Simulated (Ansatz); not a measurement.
# LuI3 (BiF3 type): response to moved atoms and strain

How does LuI3 (BiF3 type) push back when it is distorted? Each run changes the relaxed cell in one way. The start comes from a prototype table, not from a measured structure.

Computed with Ansatz 0.2.0 (DFT PBEsol, scalar-relativistic, plane waves, PAW, unless a step's input says otherwise).

## Step 1: The structure to begin with

It takes space group Fm-3m (No. 225, cubic). The conventional cell has a = 7.817 Å, b = 7.817 Å, c = 7.817 Å, α = 90.00°, β = 90.00°, γ = 90.00°. Lu (site symmetry m-3m) has 8 I at 3.39 Å as nearest neighbours. I (site symmetry m-3m) is surrounded by 8 I at 3.39 Å. I (site symmetry -43m) has 4 Lu at 3.39 Å and 4 I at 3.39 Å as nearest neighbours.

As a file:

```cif
data_structure
_symmetry_space_group_name_H-M 'Fm-3m'
_symmetry_Int_Tables_number 225
_cell_length_a 7.8174
_cell_length_b 7.8174
_cell_length_c 7.8174
_cell_angle_alpha 90.000
_cell_angle_beta 90.000
_cell_angle_gamma 90.000
_cell_volume 477.74
loop_
_atom_site_label
_atom_site_type_symbol
_atom_site_symmetry_multiplicity
_atom_site_Wyckoff_symbol
_atom_site_fract_x
_atom_site_fract_y
_atom_site_fract_z
_atom_site_occupancy
Lu1 Lu 4 a 0.00000 0.00000 0.00000 1
I1 I 4 b 0.50000 0.00000 0.00000 1
I2 I 8 c 0.25000 0.75000 0.75000 1
```

An earlier run at PBEsol left this cell at 29.859 Å³/atom and -0.05 GPa (8×8×8 mesh).

The changes: atom 2 (I) moved 0.05 Å along z; strain e1 = +0.03, atoms carried along.

## Step 2: Atom 2 (I) moved 0.05 Å along z

input.yaml reads:

```yaml
crystal:
  lattice:
    - [0.0, 3.9087207359, 3.9087207359]
    - [3.9087207359, 0.0, 3.9087207359]
    - [3.9087207359, 3.9087207359, 0.0]
  atoms:
    - { symbol: Lu, position: [0.0, 0.0, 0.0] }
    - { symbol: I, position: [0.5063959545, 0.5063959545, 0.4936040455] }
    - { symbol: I, position: [0.25, 0.25, 0.25] }
    - { symbol: I, position: [0.75, 0.75, 0.75] }
basis:
  ecutwfc: 420
  ecutrho_ratio: 4
kpoints:
  mp_grid: { grid: [8, 8, 8] }
hamiltonian:
  xc: pbesol
scf:
  occupations: { method: gaussian, width: 0.05 }
output:
  forces: true
  stress: true
  eigenvalues: true
```

Run with:

```bash
$ ansatz run input.yaml --threads 4 --pin off --max-ram 4096MiB --backend cpu --events-out ev --progress --plain --runs-dir out
```

After this run come: Strain e1 = +0.03, atoms carried along.

Before running it: what results should come out? Wanted: for each run, change; change of free energy; largest force; largest change of stress.

As calculated:

| change | change of free energy (meV/atom) | largest force (eV/Å) | largest change of stress (GPa) |
| --- | --- | --- | --- |
| atom 2 (I) moved 0.05 Å along z | 1.21 | 0.193 | 0.03 |
| strain e1 = +0.03, atoms carried along | 4.44 | 0.000 | 1.43 |

Moving atom 2 by 0.05 Å meets a restoring force of 0.193 eV/Å along the move, a force constant of about 3.9 eV/Å². The strain e1 = +0.03 changes that stress component by -1.43 GPa (compression positive), a ratio of 48 GPa; that is a secant over a finite strain with the atoms carried along, not the elastic constant. No change lowers the energy by more than 0.5 meV/atom; other distortions weren't tried. Spin–orbit coupling is left out, though the cell holds Lu; it splits the 4f levels.
